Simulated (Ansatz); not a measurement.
# C2H2FInS: up Jacob's ladder to CCSD(T)

Aim: compute C2H2FInS with functionals from several rungs and with coupled cluster, and see how far each lands from CCSD(T) at the basis-set limit for the atomisation energy.

Method: functionals in def2-TZVPP, the program's frozen cores in correlated methods; program: Ansatz 0.2.0, Gaussian basis.

Levels to be run: LDA (SPW92), PBE-D4, revPBE-D4, BLYP-D4, r2SCAN-D4, B97M-V, PBE0-D4, B3LYP-D4, r2SCANh-D4, r2SCAN0-D4, HSE06-D4, BHLYP-D4, CAM-B3LYP-D4, LC-ωPBE, ωB97X-V, ωB97M-V, B2PLYP, PBE-QIDH; CCSD(T)/def2-SVP; CCSD(T)/def2-TZVPP; CCSD(T)/def2-QZVPP; extrapolation to the limit; RPA on PBE.

## (1) The relaxed structure

An earlier PBE0-D4 in a triple-zeta def2 set relaxation fixed the geometry. In takes the def2 core potential; no spin-orbit term is included.

SMILES `FC1=[CH][InH][S]1`, 7 atoms, charge 0, spin multiplicity 1.

Atoms are counted from 1 here; the program's logs count them from 0.

Bond lengths: F1–C2 1.329 Å, C2–C3 1.343 Å, C2–S5 1.771 Å, C3–In4 2.086 Å, C3–H6 1.081 Å, In4–S5 2.489 Å, In4–H7 1.684 Å. Angles: F1–C2–C3 123.3°, F1–C2–S5 115.4°, C3–C2–S5 121.3°, C2–C3–In4 94.4°, C2–C3–H6 124.3°, In4–C3–H6 141.3°, C3–In4–S5 72.4°, C3–In4–H7 158.1°, S5–In4–H7 129.5°, C2–S5–In4 71.8°.

## (2) LDA

This LDA is Slater exchange with PW92 correlation.

Contents of in.yaml:

```yaml
crystal:
  periodic: [false, false, false]
  atoms:
    - {symbol: F, position_ang: [0.165121, -1.365087, 1.945627]}
    - {symbol: C, position_ang: [0.016578, -0.708085, 0.800087]}
    - {symbol: C, position_ang: [0.404993, 0.565648, 0.624906]}
    - {symbol: In, position_ang: [-0.222360, 0.652127, -1.363014]}
    - {symbol: S, position_ang: [-0.739510, -1.628942, -0.510558]}
    - {symbol: H, position_ang: [0.870271, 1.171086, 1.390411]}
    - {symbol: H, position_ang: [-0.495073, 1.313243, -2.887459]}
basis:
  gaussian: {orbitals: def2-TZVPP}
hamiltonian: {xc: lda}
output: {orbitals: {seedname: orbitals}}
```

On the command line:

```console
ansatz run in.yaml --threads 2 --pin off --events-out ev --progress --plain --max-ram 22528MiB --backend cpu
```

After this run come: PBE-D4 (GGA); revPBE-D4 (GGA); BLYP-D4 (GGA); r2SCAN-D4 (meta-GGA); B97M-V (meta-GGA); PBE0-D4 (hybrid); B3LYP-D4 (hybrid); r2SCANh-D4 (hybrid); r2SCAN0-D4 (hybrid); HSE06-D4 (hybrid); BHLYP-D4 (hybrid); CAM-B3LYP-D4 (range-separated); LC-ωPBE (range-separated); ωB97X-V (range-separated); ωB97M-V (range-separated); B2PLYP (double hybrid); PBE-QIDH (double hybrid); CCSD(T) in def2-SVP; CCSD(T) in def2-TZVPP; CCSD(T) in def2-QZVPP; RPA on PBE orbitals.

Q: Predict the results of all the runs planned. Wanted: atomisation energy, CCSD(T)/CBS; farthest beyond LDA; mean size of error, GGA; mean size of error, meta-GGA; mean size of error, hybrid; mean size of error, range-separated; mean size of error, double hybrid; gap, smallest and largest; T1 diagnostic.

As calculated:

| quantity | value |
| --- | --- |
| atomisation energy, CCSD(T)/CBS | 2446.3 kJ/mol |
| functionals within 24.5 kJ/mol (1.0 %) | revPBE-D4, BLYP-D4, B97M-V, r2SCANh-D4, CAM-B3LYP-D4, LC-ωPBE, ωB97X-V, ωB97M-V, PBE-QIDH |
| farthest beyond LDA | BHLYP-D4 (-145.0 kJ/mol) |
| mean size of error, GGA | 47.3 kJ/mol |
| mean size of error, meta-GGA | 25.5 kJ/mol |
| mean size of error, hybrid | 47.6 kJ/mol |
| mean size of error, range-separated | 12.9 kJ/mol |
| mean size of error, double hybrid | 26.3 kJ/mol |
| gap, smallest and largest | 2.33 eV (BLYP-D4), 8.69 eV (LC-ωPBE) |
| T1 diagnostic | 0.0155 |
| triples share of the correlation energy | 4.2 % |

**Reading.** The LDA atomisation energy is off by 496.6 kJ/mol (20 %): it overbinds. PBE-D4 is off by +108.0 kJ/mol. Double hybrids carry the basis error of their MP2 part in triple zeta, and no dispersion term here, so their miss is partly the set-up's. By mean error the best rung here is range-separated (12.9 kJ/mol) and the worst beyond LDA is hybrid (47.6 kJ/mol). The mean of the hybrids holds BHLYP, with half exact exchange. The reference freezes the cores and leaves out spin-orbit coupling and excitations past (T), and its outer-core shells are covered unevenly, so misses under about 24.5 kJ/mol can't be ranked. All levels share the lack of spin-orbit coupling, which lowers the free heavy atoms and so the true binding. Hartree-Fock recovers 66 % of the binding; the rest is correlation. CCSD(T) in def2-SVP is off by -181.0 kJ/mol, which most functionals beat. The gap grows from 2.3 to 8.7 eV across the functionals, mostly with the share of exact exchange. Correlated methods include outer-core shells of In, which these sets cover unevenly.
